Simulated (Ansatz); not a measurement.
# C2H3BCl: the cost of one run

Method: RKS PBE/def2-SVP, in Ansatz 0.2.0.

### Step 1. The system as given

Bond lengths: C1–C2 1.395 Å, C2–B3 1.485 Å, B3–Cl4 1.784 Å, C1–H5 1.134 Å, C2–H6 1.107 Å, B3–H7 1.195 Å. Angles: C1–C2–B3 131.5°, C1–C2–H6 113.8°, B3–C2–H6 114.8°, C2–C1–H5 108.4°, C2–B3–Cl4 123.5°, C2–B3–H7 125.3°, Cl4–B3–H7 111.2°.

As a file:

```xyz
7

C    -1.4004    0.9425    0.1119
C    -0.1712    0.4480    0.5469
B     0.7720   -0.5206   -0.0677
Cl    0.4749   -1.3296   -1.6302
H    -1.6495    0.4586   -0.8830
H     0.1560    0.8596    1.5206
H     1.8182   -0.8586    0.4015
```

### Step 2. Relaxing end A

Input file input.yaml:

```yaml
crystal:
  periodic: [false, false, false]
  atoms:
    - { symbol: C, position_ang: [-1.40045, 0.94252, 0.11191] }
    - { symbol: C, position_ang: [-0.17119, 0.44803, 0.54689] }
    - { symbol: B, position_ang: [0.77198, -0.52056, -0.06774] }
    - { symbol: Cl, position_ang: [0.47488, -1.32963, -1.6302] }
    - { symbol: H, position_ang: [-1.6495, 0.45861, -0.88303] }
    - { symbol: H, position_ang: [0.15604, 0.85964, 1.52063] }
    - { symbol: H, position_ang: [1.81824, -0.85862, 0.40154] }
total_charge: -1
basis:
  gaussian: { orbitals: def2-SVP }
hamiltonian:
  xc: pbe
relax:
  f_tol: 0.015
  max_steps: 40
```

Command:

```bash
> ansatz run input.yaml --threads 1 --pin off --max-ram 2048MiB --backend cpu --events-out ev --progress --plain --runs-dir out
```

Q: Estimate wall time and peak memory on 1 thread of Intel Xeon Platinum 8259CL at 2.50GHz (Skylake/Cascade Lake), shared host.

About 13 s, with a peak of 0.15 GiB.
